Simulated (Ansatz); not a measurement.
# LiGaH₂ (SMILES [Li][GaH2]): single points off equilibrium

The task here is to estimate one member of a computed series from the others.

Computed with Ansatz 0.2.0, Gaussian basis. Level: single points in def2-TZVPP.

Correlated methods freeze the cores. Filled d shells of the heavier atoms are correlated. The outer core shell of Li, Na, Mg and K is correlated.

## Where the work starts

SMILES `[Li][GaH2]`, 4 atoms, charge 0, spin multiplicity 1.

Atoms are counted from 1 here; the program's logs count them from 0.

Bond lengths: Li1–Ga2 2.469 Å, Ga2–H3 1.538 Å, Ga2–H4 1.392 Å. Angles: Li1–Ga2–H3 135.0°, Li1–Ga2–H4 127.0°, H3–Ga2–H4 97.4°.

Coordinates:

```mol
GaH2Li
  3D, bonds by distance, orders not assigned

  4  3  0  0  0  0  0  0  0  0999 V2000
   -1.9126    0.6925   -1.2203 Li  0  0
    0.0130   -0.1411    0.0805 Ga  0  0
    0.7152   -1.5008    0.2317 H   0  0
    0.9430    0.6199    0.7830 H   0  0
  1  2  8  0
  2  3  8  0
  2  4  8  0
M  END
```

The first run:

Input file run/in.yaml:

```yaml
crystal:
  periodic: [false, false, false]
  atoms:
    - {symbol: Li, position_ang: [-1.912600, 0.692500, -1.220300]}
    - {symbol: Ga, position_ang: [0.013000, -0.141100, 0.080500]}
    - {symbol: H, position_ang: [0.715200, -1.500800, 0.231700]}
    - {symbol: H, position_ang: [0.943000, 0.619900, 0.783000]}
basis:
  gaussian: {orbitals: def2-TZVPP}
correlation: {method: ccsd_t}
output: {forces: true}
```

No record of the launch command was kept for these runs.

Among the steps run: CCSD(T)/def2-TZVPP; PBE0-D4/def2-TZVPP; wB97M-V/def2-TZVPP; r2SCAN-D4/def2-TZVPP; PBE-D4/def2-TZVPP; B97M-V/def2-TZVPP; r2SCAN0-D4/def2-TZVPP.

One table of the session follows, with a row left open; its other results are not shown here.

| method | RMS force component (eV/Å) | angle to CCSD(T) forces (°) | dipole (D) |
| --- | --- | --- | --- |
| CCSD(T) | 1.578 | reference | 6.89 |
| PBE0-D4 | 1.616 | 1.1 | 6.62 |
| wB97M-V | 1.584 | 1.4 | 6.72 |
| r2SCAN-D4 | ? | ? | ? |
| PBE-D4 | 1.634 | 2.6 | 6.34 |
| B97M-V | 1.620 | 2.0 | 6.76 |
| r2SCAN0-D4 | 1.567 | 0.8 | 6.88 |

**Question.** Estimate the row for r2SCAN-D4.

The run gave: RMS force component (eV/Å): 1.560; angle to CCSD(T) forces (°): 1.4; dipole (D): 6.79. In the column «RMS force component (eV/Å)» it is the lowest.
